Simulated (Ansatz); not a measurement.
The system is MgI2.

```
CELL_PARAMETERS angstrom
4.14000 0.00000 0.00000
-2.07000 3.58535 0.00000
0.00000 0.00000 6.88000
ATOMIC_POSITIONS crystal
I 0.66667 0.33333 0.75000
I 0.33333 0.66667 0.25000
Mg 0.00000 0.00000 0.00000
```

- Program: Ansatz 0.2.0
- Task: single point
- Functional: PBE
- Potentials or basis: all-electron LAPW, scalar-relativistic
- Cutoff: 169 eV (chosen from the basis error)
- Basis error allowed: 0.001 eV/atom
- k mesh: 8 × 8 × 4
- Occupations: fermi-dirac, width 0.05 eV
- Spin: no spin polarisation

On this cell: pressure 0.6 GPa; largest force 0.246 eV/Å; band gap on the k mesh 3.49 eV, indirect (least direct gap 3.64 eV).

The same run follows on a disturbed copy (atoms moved at random, drawn with an rms of 0.05 Å):

```
I Mg
1.0
     4.14000    0.00000    0.00000
    -2.07000    3.58535    0.00000
     0.00000    0.00000    6.88000
I Mg
2 1
Direct
  0.67456 0.33874 0.75551
  0.32841 0.65899 0.24284
  0.00027 0.99399 0.99518
```

What changes?

The energy moves by -2.3 meV/atom; pressure 1.3 GPa; largest force 0.169 eV/Å; band gap on the k mesh 3.52 eV, indirect (least direct gap 3.73 eV).

Forces on the atoms (eV/Å):
```
I   -0.020 -0.076 -0.076
I    0.030  0.023 -0.083
Mg  -0.010  0.053  0.160
```

Stress tensor (GPa, compression positive):
```
 1.26 -0.01  0.11
-0.01  1.33  0.22
 0.11  0.22  1.26
```

Caveats: spin-orbit coupling is left out, which moves the levels of the heavy elements; the cell's inner coordinates are idealised or old, which leaves forces on the atoms; this functional lacks dispersion, which binds the layers, so the pressure and a relaxed spacing across them are unreliable (some runs).

A k mesh can miss the band edges.
